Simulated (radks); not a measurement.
**Valence configurations of Ga**

An exercise on one series of results from a longer session: the logs are not shown, and one member is left open.

Method: scalar-relativistic Kohn-Sham, BLYP, spin-polarised, spherical densities, finite nucleus; open shells are filled with parallel spins first. Code: radks (a radial shooting solver on a logarithmic mesh, Libxc functionals) version 1.

### The atom as given

- element: gallium (Z = 31)
- charge: 0
- electrons: 31
- configuration: [Ar] 3d10 4s2 4p1
- nuclear rms radius: 3.9973 fm
- others tried: 3d9 4s2 4p2; 3d8 4s2 4p3; 3d10 4s1 4p2; 3d9.5 4s2 4p1.5; 3d10 4s1.5 4p1.5; 3d8 4s1 4p4; 3d6 4s1 4p6; 3d9 4p4; 3d10 4p3

Outer shells as boxes (Hund's rule):

Ga
```
[Ar] core
3d [↑↓][↑↓][↑↓][↑↓][↑↓]
4s [↑↓]
4p [↑ ][  ][  ]
```

The first run:

Settings of this run:

```text
Z 31
configuration [Ar] 3d10 4s2 4p1
relativity scalar-relativistic
functional b88,lyp
spin polarised
nucleus finite rms 3.9973 fm
c 137.035999084
```

Steps of the session up to this table: [Ar] 3d10 4s2 4p1.

One table of the session follows, with a row left open; its other results are not shown here.

It belongs to the step «[Ar] 3d10 4s2 4p1». Sizes of the orbitals, from the radial functions (bohr):

| level | <r> | outermost maximum (interpolated) | 90 % within | nodes |
| --- | --- | --- | --- | --- |
| 3p up | 0.6793 | 0.566 | 1.05 | 1 |
| 3p down | 0.6791 | 0.566 | 1.05 | 1 |
| 3d up | 0.8130 | 0.532 | 1.41 | 0 |
| 3d down | 0.8099 | 0.532 | 1.40 | 0 |
| 4s up | 2.340 | 1.89 | 3.58 | 3 |
| 4s down | 2.336 | 1.88 | 3.58 | 3 |
| 4p up | ? | ? | ? | ? |
| 4p down | 3.516 | 2.54 | 5.71 | 2 |

Estimate the missing values for 4p up.

**Answer.** <r>: 3.390; outermost maximum (interpolated): 2.53; 90 % within: 5.43; nodes: 2. In the column «<r>» it lies between 4s up (2.340) and 4p down (3.516).
